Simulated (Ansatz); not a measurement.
# AlP5: the cost of one run

Method: DFT PBE, scalar-relativistic, plane waves, PAW, in Ansatz 0.2.0.

### 1 The starting structure

It takes space group P4/mmm (No. 123, tetragonal). The conventional cell has a = 5.195 Å, b = 5.195 Å, c = 4.786 Å, α = 90.00°, β = 90.00°, γ = 90.00°. Al (site symmetry 4/mmm) has 4 P at 1.60 Å as nearest neighbours. P (site symmetry m2m) is surrounded by 1 Al at 1.60 Å. Around P (site symmetry 4/mmm) lie 4 P at 2.07 Å.

As a file:

```xyz
6
Lattice="5.1954 0.0000 0.0000 0.0000 5.1954 0.0000 0.0000 0.0000 4.7862" Properties=species:S:1:pos:R:3 pbc="T T T"
Al    2.5977    2.5977    0.0000
P     3.7324    3.7324    0.0000
P     1.4630    1.4630    0.0000
P     1.4630    3.7324    0.0000
P     3.7324    1.4630    0.0000
P     0.0000    0.0000    0.0000
```

The cell is invented: random cell by space group and Wyckoff sites (P4/mmm, No. 123). Its size is a rough estimate.

### 2 Probe: one point on a coarse mesh

File input.yaml:

```yaml
crystal:
  lattice:
    - [5.19542774, 0.0, 0.0]
    - [0.0, 5.19542774, 0.0]
    - [0.0, 0.0, 4.78620865]
  atoms:
    - { symbol: Al, position: [0.5, 0.5, 0.0] }
    - { symbol: P, position: [0.71840556, 0.71840556, 0.0] }
    - { symbol: P, position: [0.28159444, 0.28159444, 0.0] }
    - { symbol: P, position: [0.28159444, 0.71840556, 0.0] }
    - { symbol: P, position: [0.71840556, 0.28159444, 0.0] }
    - { symbol: P, position: [0.0, 0.0, 0.0] }
basis:
  ecutwfc: 420
kpoints:
  mp_grid: { grid: [4, 4, 4] }
hamiltonian:
  xc: pbe
scf:
  occupations: { method: gaussian, width: 0.1 }
  lower_state_search: "off"
output:
  forces: true
  stress: true
  eigenvalues: true
```

Started as:

```
ansatz run input.yaml --threads 1 --pin off --max-ram 2560MiB --backend cpu --events-out ev --progress --plain --runs-dir out
```

Q: Estimate wall time and peak memory on 1 thread of Intel Xeon at 2.50GHz (Skylake/Cascade Lake), shared host.

About 11 s, with a peak of 0.37 GiB.
